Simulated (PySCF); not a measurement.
# BiF4 (Bi(F)4+): the cost of one run

The runs use PySCF 2.14.0; TPSS, Bi def2-SVP with ECP60, F def2-SVP; scalar-relativistic core potentials, no spin–orbit coupling.

2 further runs of the same task are left out: 2 for a known fault of the program.

## (1) The system as given

5 atoms, charge 1, spin multiplicity 1.

Bond lengths: Bi1–F2 1.998 Å, Bi1–F3 1.998 Å, Bi1–F4 1.998 Å, Bi1–F5 1.998 Å. Angles: F2–Bi1–F3 109.5°, F2–Bi1–F4 109.5°, F2–Bi1–F5 109.5°, F3–Bi1–F4 109.5°, F3–Bi1–F5 109.5°, F4–Bi1–F5 109.5°.

Coordinates:

```xyz
5

Bi    0.00000    0.00000    0.00000
F     1.15353    1.15353    1.15353
F    -1.15353   -1.15353    1.15353
F     1.15353   -1.15353   -1.15353
F    -1.15353    1.15353   -1.15353
```

Formal oxidation states: Bi +5. An earlier session relaxed this geometry at TPSS, Bi def2-SVP with ECP60, F def2-SVP (singlet, point group Td).

Its energy there is -613.240370 Eh.

## (2) Atoms moved at random, σ = 0.15 Å

Contents of run.py (the lines that set the calculation):

```python
mol = gto.M(atom='''
Bi     0.23469    -0.02751     0.16265
F      0.94982     1.10756     1.07400
F     -1.12735    -0.97324     1.10748
F      0.98411    -1.12347    -0.96001
F     -1.04126     1.01665    -1.38412''',
    basis={'Bi': 'def2-SVP', 'F': 'def2-SVP'},
    ecp={'Bi': 'def2-SVP'},
    charge=1, spin=0)
mf = dft.RKS(mol, xc='TPSS')
mf.grids.atom_grid = (50, 194)
mf = mf.density_fit()  # fitting sets: Bi def2-universal-JKFIT, F def2-universal-JKFIT
mf.conv_tol = 1e-08; mf.max_cycle = 55
mf.kernel(dm0)  # dm0: the density of the relaxed state
```

Started as:

```bash
$ OMP_NUM_THREADS=2 python run.py
```

**Question.** How long does this run take on 2 threads of Arm Neoverse V1, shared host?

About 3.4 s.
